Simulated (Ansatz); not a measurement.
Here is an Ansatz 0.2.0 calculation.

The input input.yaml:

```yaml
crystal:
  lattice:
    - [6.49009, -6.67692, 0.0]
    - [6.49009, 6.67692, 0.0]
    - [-2.00957, 0.0, 5.7376]
  atoms:
    - { symbol: Ba, position: [0.47917, 0.52083, 0.0] }
    - { symbol: Ba, position: [0.79264, 0.20736, 0.0] }
    - { symbol: V, position: [0.65694, 0.94605, 0.25735], spin: 2.0 }
    - { symbol: V, position: [0.05395, 0.34306, 0.74265], spin: 2.0 }
    - { symbol: V, position: [0.57442, 0.42558, 0.5], spin: 2.0 }
    - { symbol: Tl, position: [0.49835, 0.85629, 0.63726] }
    - { symbol: Tl, position: [0.14371, 0.50165, 0.36274] }
    - { symbol: Tl, position: [0.01508, 0.98492, 0.5] }
    - { symbol: Tl, position: [0.30964, 0.12677, 0.21892] }
    - { symbol: Tl, position: [0.87323, 0.69036, 0.78108] }
    - { symbol: O, position: [0.0039, 0.26325, 0.44275] }
    - { symbol: O, position: [0.59719, 0.60676, 0.67706] }
    - { symbol: O, position: [0.91333, 0.4282, 0.84635] }
    - { symbol: O, position: [0.52536, 0.79943, 0.20594] }
    - { symbol: O, position: [0.68766, 0.41628, 0.31356] }
    - { symbol: O, position: [0.09251, 0.20316, 0.88601] }
    - { symbol: O, position: [0.58372, 0.31234, 0.68644] }
    - { symbol: O, position: [0.79684, 0.90749, 0.11399] }
    - { symbol: O, position: [0.5718, 0.08667, 0.15365] }
    - { symbol: O, position: [0.20057, 0.47464, 0.79406] }
    - { symbol: O, position: [0.73675, 0.9961, 0.55725] }
    - { symbol: O, position: [0.39324, 0.40281, 0.32294] }
hamiltonian:
  xc: r2scan
  pseudopotentials: { kind: paw }
  dispersion: rvv10
magnetization:
  spin_polarized: true
kpoints:
  mp_grid: { grid: [2, 2, 4] }
scf:
  occupations: { method: fermi_dirac, width: 0.05 }
output:
  forces: true
  stress: true
  eigenvalues: true
relax:
  f_tol: 0.01
  max_steps: 40
  cell: { stress_tol: 0.05 }
```

Potentials or basis: Ansatz PAW.

Launch:

```sh
$ ansatz run input.yaml --threads 8 --pin off --max-ram 20480MiB --backend cpu --events-out ev --progress --plain --runs-dir out
```

What does it give for the net moment?

0.00 μB per cell.

Estimate the relaxed volume.

19.89 Å³/atom.

Estimate the space group after relaxing (to 0.05 Å).

C2 (No. 5).

Forces on the atoms (eV/Å):
```
Ba   0.000 -0.008  0.000
Ba   0.000  0.002  0.000
V   -0.001  0.004 -0.005
V    0.001  0.004  0.005
V    0.000 -0.005  0.000
Tl   0.000  0.004  0.003
Tl   0.000  0.004 -0.003
Tl   0.000  0.000  0.000
Tl   0.001  0.001  0.000
Tl  -0.001  0.001  0.000
O   -0.001 -0.003 -0.006
O    0.006 -0.001  0.001
O   -0.002 -0.001  0.000
O    0.002  0.000 -0.001
O    0.001  0.001  0.000
O    0.002  0.000 -0.001
O   -0.001  0.001  0.000
O   -0.002  0.000  0.001
O    0.002 -0.001  0.000
O   -0.002  0.000  0.001
O    0.001 -0.003  0.006
O   -0.006 -0.001 -0.001
```

Caveat: the magnetic or orbital state may not be the lowest; the plane-wave basis is chosen anew once the cell has moved, so the energies of steps on either side of that aren't comparable; spin-orbit coupling is left out, which as a rule narrows the gap of such compounds by several tenths of an eV; the PAW data sets come from PBE, with cores solved anew for the run's functional, which leaves a small shift of forces and pressure; the starting moments weren't kept.
